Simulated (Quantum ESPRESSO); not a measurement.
Pt2SeS:

```
Pt Se S
1.0
     4.36646    0.00000    0.00000
    -2.18323    3.78147    0.00000
     0.00000    0.00000    5.02058
Pt Se S
2 1 1
Direct
  0.33333 0.66667 0.50000
  0.66667 0.33333 0.50000
  0.00000 0.00000 0.50000
  0.00000 0.00000 0.00000
```

The cell was built by a generator and needn't be a form met in nature.

```yaml
Program: Quantum ESPRESSO 7.5
Task: relaxation of cell and atoms
Functional: B86bPBE
Potentials_or_basis: GBRV 1.5 PBE
Cutoff: 612 eV
Density_cutoff: 4898 eV
k_mesh: 4 × 4 × 3
Occupations: fermi-dirac, width 0.1 eV
Spin: no spin polarisation
```

At the start: pressure 15.2 GPa; volume 20.72 Å³/atom.

Question: Where does the relaxation end?

Answer: Over 9 steps the energy falls by 190.9 meV/atom and the volume is 22.45 Å³/atom (+8.3 %); space group P6/mmm (No. 191, to 0.05 Å).

Step by step:
```
step  energy change (eV)  largest force (eV/Å)  pressure (GPa)  volume (Å³)
   1              0.0000                0.0000           15.17        82.90
   2             -0.2546                0.0000           11.16        84.66
   3             -0.7103                0.0000            0.26        91.05
   4             -0.7312                0.0000           -1.23        92.14
   5             -0.7385                0.0000           -1.70        92.39
   6             -0.7489                0.0000           -1.89        92.19
   7             -0.7590                0.0000           -1.41        91.26
   8             -0.7631                0.0000           -0.53        90.23
   9             -0.7636                0.0000           -0.05        89.80
```

Final structure:
```
Pt Se S
1.0
     4.64349    0.00000    0.00000
    -2.32175    4.02138    0.00000
     0.00000    0.00000    4.80877
Pt Se S
2 1 1
Cartesian
  0.0000 2.6809 2.4044
  2.3217 1.3405 2.4044
  0.0000 0.0000 2.4044
  0.0000 0.0000 0.0000
```

Caveat: the k mesh is coarse (spacing up to 0.42 Å⁻¹), so the values aren't converged; the potentials were made for another functional, which shifts forces and pressure.
